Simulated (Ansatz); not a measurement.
# Alloy of Si and Sn (12 of 64 Si sites exchanged), 64 atoms

Wanted: the relaxed alloy cell and its gap (PBEsol and HSE06).

Method: density functional theory in Ansatz 0.2.0, PAW datasets, plane waves.

**1. The system as built**

64 atoms (52 Si, 12 Sn); a = 11.286 Å, b = 11.286 Å, c = 11.286 Å, α = 90.00°, β = 90.00°, γ = 90.00°. All atoms were shaken off their sites by about 0.02 Å along each axis.

The runs, in order: (2) PBEsol cell relaxation at the single k point (½, ½, ½), on 7 threads of Arm Neoverse-V2; (3) HSE06 single point at the Γ point alone, on 7 threads of Arm Neoverse-V2.

**2. Relaxing cell and atoms with PBEsol**

Contents of in.yaml:

```yaml
crystal:
  lattice:
    - [11.286130, 0.000000, 0.000000]
    - [0.000000, 11.286130, 0.000000]
    - [0.000000, 0.000000, 11.286130]
  atoms:
    - { symbol: Si, position: [0.000983, 0.998938, 0.999337] }
    - { symbol: Si, position: [0.000246, 0.002405, 0.499286] }
    - { symbol: Si, position: [0.998232, 0.498121, 0.001929] }
    - { symbol: Si, position: [0.001186, 0.503640, 0.500208] }
    - { symbol: Si, position: [0.505807, 0.500037, 0.001230] }
    - { symbol: Si, position: [0.501277, 0.496944, 0.500607] }
    - { symbol: Si, position: [0.126953, 0.123537, 0.124713] }
    - { symbol: Si, position: [0.125453, 0.121814, 0.621776] }
    - { symbol: Si, position: [0.125501, 0.625276, 0.127523] }
    - { symbol: Si, position: [0.125065, 0.626683, 0.625331] }
    - { symbol: Si, position: [0.627031, 0.125349, 0.124927] }
    - { symbol: Si, position: [0.623390, 0.124260, 0.623776] }
    - { symbol: Si, position: [0.628344, 0.626006, 0.124574] }
    - { symbol: Si, position: [0.625724, 0.627081, 0.625082] }
    - { symbol: Si, position: [0.250162, 0.248203, 0.000520] }
    - { symbol: Si, position: [0.250590, 0.252516, 0.500501] }
    - { symbol: Si, position: [0.249230, 0.750506, 0.000870] }
    - { symbol: Si, position: [0.249758, 0.747909, 0.499731] }
    - { symbol: Si, position: [0.752068, 0.249670, 0.001130] }
    - { symbol: Si, position: [0.750090, 0.251974, 0.499252] }
    - { symbol: Si, position: [0.749906, 0.750919, 0.001955] }
    - { symbol: Si, position: [0.752200, 0.751104, 0.502632] }
    - { symbol: Si, position: [0.373570, 0.372521, 0.124765] }
    - { symbol: Si, position: [0.375253, 0.377099, 0.624246] }
    - { symbol: Si, position: [0.378865, 0.872889, 0.124881] }
    - { symbol: Si, position: [0.371542, 0.876642, 0.623810] }
    - { symbol: Si, position: [0.873039, 0.372743, 0.623790] }
    - { symbol: Si, position: [0.877715, 0.876751, 0.127018] }
    - { symbol: Si, position: [0.876182, 0.874509, 0.627529] }
    - { symbol: Si, position: [0.250474, 0.000535, 0.252072] }
    - { symbol: Si, position: [0.250761, 0.999551, 0.750285] }
    - { symbol: Si, position: [0.249251, 0.499605, 0.250998] }
    - { symbol: Si, position: [0.748491, 0.497826, 0.252067] }
    - { symbol: Si, position: [0.750149, 0.497356, 0.750960] }
    - { symbol: Si, position: [0.372233, 0.626635, 0.376102] }
    - { symbol: Si, position: [0.374909, 0.627118, 0.873531] }
    - { symbol: Si, position: [0.873657, 0.123958, 0.875279] }
    - { symbol: Si, position: [0.877199, 0.622208, 0.372409] }
    - { symbol: Si, position: [0.874383, 0.623900, 0.878577] }
    - { symbol: Si, position: [0.996615, 0.251756, 0.252529] }
    - { symbol: Si, position: [0.997747, 0.248204, 0.749306] }
    - { symbol: Si, position: [0.000660, 0.751524, 0.249545] }
    - { symbol: Si, position: [0.498200, 0.248345, 0.250604] }
    - { symbol: Si, position: [0.502388, 0.249134, 0.750744] }
    - { symbol: Si, position: [0.498565, 0.749857, 0.249892] }
    - { symbol: Si, position: [0.500260, 0.748083, 0.749997] }
    - { symbol: Si, position: [0.123301, 0.376144, 0.375809] }
    - { symbol: Si, position: [0.124716, 0.378001, 0.874220] }
    - { symbol: Si, position: [0.123410, 0.871325, 0.877126] }
    - { symbol: Si, position: [0.626841, 0.373654, 0.874650] }
    - { symbol: Si, position: [0.620901, 0.873764, 0.374244] }
    - { symbol: Si, position: [0.626092, 0.876679, 0.874960] }
    - { symbol: Sn, position: [0.501255, 0.000956, 0.001447] }
    - { symbol: Sn, position: [0.500688, 0.000873, 0.500369] }
    - { symbol: Sn, position: [0.874252, 0.375186, 0.127643] }
    - { symbol: Sn, position: [0.249449, 0.498119, 0.754711] }
    - { symbol: Sn, position: [0.749988, 0.997207, 0.249447] }
    - { symbol: Sn, position: [0.749560, 0.001063, 0.751483] }
    - { symbol: Sn, position: [0.371308, 0.121404, 0.374970] }
    - { symbol: Sn, position: [0.375285, 0.124107, 0.876522] }
    - { symbol: Sn, position: [0.875788, 0.126215, 0.375701] }
    - { symbol: Sn, position: [0.000595, 0.748095, 0.749660] }
    - { symbol: Sn, position: [0.124268, 0.873586, 0.372028] }
    - { symbol: Sn, position: [0.624641, 0.377215, 0.374274] }
kpoints:
  mp_grid: { grid: [1, 1, 1], shift: [0.5, 0.5, 0.5] }
hamiltonian:
  xc: pbesol
scf:
  occupations: { method: fermi_dirac, width: 0.01 }
relax:
  f_tol: 0.03
  max_steps: 80
  escape_saddle: false
  adjacent_minimum: "off"
  cell: { fix: [shape] }
output:
  forces: true
  eigenvalues: true
  populations: true
```

Further steps of the session: HSE06 on the final geometry.

Q: Predict the outcome of this session. Wanted: for each run, top filled to lowest empty.

As calculated:

```
             level                   time   k points  top filled to lowest empty (eV)
PBEsol, relaxation   36 s (7 CPU threads)  (½, ½, ½)                             1.17
             HSE06  4 min (7 CPU threads)          Γ                             0.97
```

| quantity | value |
| --- | --- |
| relaxation | 5 recorded steps, 7.12 eV gained |
| largest shift | 0.27 Å (Si40) |
| relaxed cell | a = 11.281 Å, b = 11.281 Å, c = 11.281 Å, α = 90.00°, β = 90.00°, γ = 90.00° |
| mean bonds | Si–Si 2.381, Si–Sn 2.554, Sn–Sn 2.736 Å |

**What this shows.** The relaxation lowers the energy by 7.12 eV; the largest shift is 0.27 Å (Si40), while the volume changes by -0.1 %. The mean lengths of the listed bonds run from Si–Si 2.38 Å to Sn–Sn 2.74 Å. The relaxation ran on other k points, so part of any difference from the later rows can come from the mesh. Spin–orbit coupling is left out, which matters for the band edges of the heavier elements here. With one k point the spacing samples only the states that fold onto it, so it can exceed the gap over the zone.
